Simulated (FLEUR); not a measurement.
**LaBi: equation of state with PBE**

**Measured values to compare with.**

“Tuning the electronic and the crystalline structure of LaBi by pressure”, 2016, arxiv:1607.03560 reports, for a powder of LaBi: bulk modulus 52 ± 1 GPa.

Crystal: LaBi.

```xyz
2
Lattice="0.0000 3.2825 3.2825 3.2825 0.0000 3.2825 3.2825 3.2825 0.0000" Properties=species:S:1:pos:R:3 pbc="T T T"
Bi    3.2825    3.2825    3.2825
La    0.0000    0.0000    0.0000
```

```yaml
Program: FLEUR MaX-R8.1 (later development tree)
Task: equation of state
Functional: PBE
Potentials_or_basis: all-electron
Basis: FLAPW
Kmax: 4.1 1/bohr
k_mesh: 7 × 7 × 7
Occupations: fermi-dirac, width 0.05 eV
Spin: no spin polarisation
```

- Equilibrium volume: 36.98 Å³/atom
- Bulk modulus: 47 GPa
- Pressure derivative of the bulk modulus: 4.3

Energy against volume, from the lowest point:
```csv
volume (Å³/atom),energy (meV/atom)
33.246,67.05
33.954,42.37
34.661,23.92
35.368,11.06
36.076,3.24
36.783,0.00
37.490,0.88
```

Against the measured bulk modulus of LaBi, 52 GPa (powder; “Tuning the electronic and the crystalline structure of LaBi by pressure”, 2016, arxiv:1607.03560), the calculated 47 GPa is off by -8.8 %. The fit is for a static lattice scaled at fixed shape and fixed fractional positions.

 PBE usually gives volumes a little too large and moduli too small.
